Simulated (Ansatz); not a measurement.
# CHKN+: molecular dynamics

The task is to watch the atoms for 80 steps of 0.75 fs, started with velocities for 300 K and run with a Langevin thermostat.

Program: Ansatz 0.2.0, Gaussian basis. Level of theory: PBE0-D4/def2-SVP. These are calculated values, not measurements.

**1. The starting structure**

The start, a pair relaxed at PBE0-D4: SMILES `[K+].C#N`, 4 atoms, charge 1, spin multiplicity 1.

Atoms are counted from 1 here; the program's logs count them from 0.

Bond lengths: K1–N3 2.724 Å, C2–N3 1.143 Å, C2–H4 1.073 Å. Angles: N3–C2–H4 180.0°, K1–N3–C2 179.9°.

Geometry (Å):

| atom | x (Å) | y (Å) | z (Å) |
| --- | --- | --- | --- |
| K1 | -0.12877 | -0.03805 | -2.87932 |
| C2 | 0.04398 | 0.01273 | 0.98305 |
| N3 | -0.00687 | -0.00125 | -0.15869 |
| H4 | 0.09167 | 0.02657 | 2.05496 |

**2. The run**

md/in.yaml reads:

```yaml
crystal:
  periodic: [false, false, false]
  atoms:
    - {symbol: K, position_ang: [-0.128770, -0.038054, -2.879316]}
    - {symbol: C, position_ang: [0.043975, 0.012735, 0.983050]}
    - {symbol: N, position_ang: [-0.006871, -0.001248, -0.158689]}
    - {symbol: H, position_ang: [0.091667, 0.026566, 2.054955]}
basis:
  gaussian: {orbitals: def2-SVP}
total_charge: 1
hamiltonian: {xc: pbe0, dispersion: d4}
md: {n_steps: 80, timestep: 0.75, temperature: 300, ensemble: nvt_langevin, seed: 947, friction: 0.05, initial_velocities: maxwell_boltzmann}
```

On the command line:

```sh
$ ansatz run in.yaml --threads 2 --pin off --events-out ev --progress --plain --max-ram 5222MiB
```

What does the calculation give? Wanted: temperature at the start; mean temperature, second half; lowest and highest potential energy, from the first frame; largest change of potential + kinetic.

As calculated:

```
                                                 quantity              value
                                                   length  80 steps, 60.0 fs
                                 temperature at the start              225 K
                            mean temperature, second half              329 K
lowest and highest potential energy, from the first frame     -5 and 149 meV
                    largest change of potential + kinetic          234.4 meV
```

**Reading.** The thermostat trades energy with the molecule, so the sum of potential and kinetic energy isn't conserved: it changes by +134 meV over the run. The instant temperature ranges from 153 to 506 K, as energy passes between motion and strain. No bond breaks or forms, judged by distance. Under Langevin the temperature counts 3N degrees of freedom, more than the drawn velocities fill, so it starts at 225 K, not 300 K.
